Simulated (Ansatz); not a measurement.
The system is BiTe.

```
CELL_PARAMETERS angstrom
0.00000 3.23500 3.23500
3.23500 0.00000 3.23500
3.23500 3.23500 0.00000
ATOMIC_POSITIONS crystal
Bi 0.00000 0.00000 0.00000
Te 0.50000 0.50000 0.50000
```

```yaml
Program: Ansatz 0.2.0
Task: relaxation of cell and atoms
Functional: BLYP
Potentials_or_basis: Ansatz PAW
Cutoff: "420 eV (not typed: the program's choice for these potentials)"
k_mesh: 7 × 7 × 7
Occupations: fermi-dirac, width 0.05 eV
Spin: no spin polarisation
```

At the start: volume 33.86 Å³/atom.

How do energy, volume and symmetry change on relaxing?

It ends after 5 steps and the volume is 37.25 Å³/atom (+10.0 %); space group Fm-3m (No. 225, to 0.05 Å).

Step by step:
```csv
step,energy change (eV),largest force (eV/Å),volume (Å³)
1,0.0000,0.0000,67.71
2,-0.0750,0.0000,77.28
3,-0.0862,0.0000,74.98
4,-0.0866,0.0000,74.51
5,-0.0878,0.0000,74.51
```

Final structure:
```
Bi Te
1.0
     0.00000    3.33982    3.33982
     3.33982    0.00000    3.33982
     3.33982    3.33982    0.00000
Bi Te
1 1
Cartesian
  0.0000 0.0000 0.0000
  3.3398 3.3398 3.3398
```

Caveat: the plane-wave basis is chosen anew once the cell has moved, so the energies of steps on either side of that aren't comparable; the volume moved by +10 % from the deposited cell, more than functionals usually miss; the PAW data sets come from PBE, with cores solved anew for the run's functional, which leaves a small shift of forces and pressure.
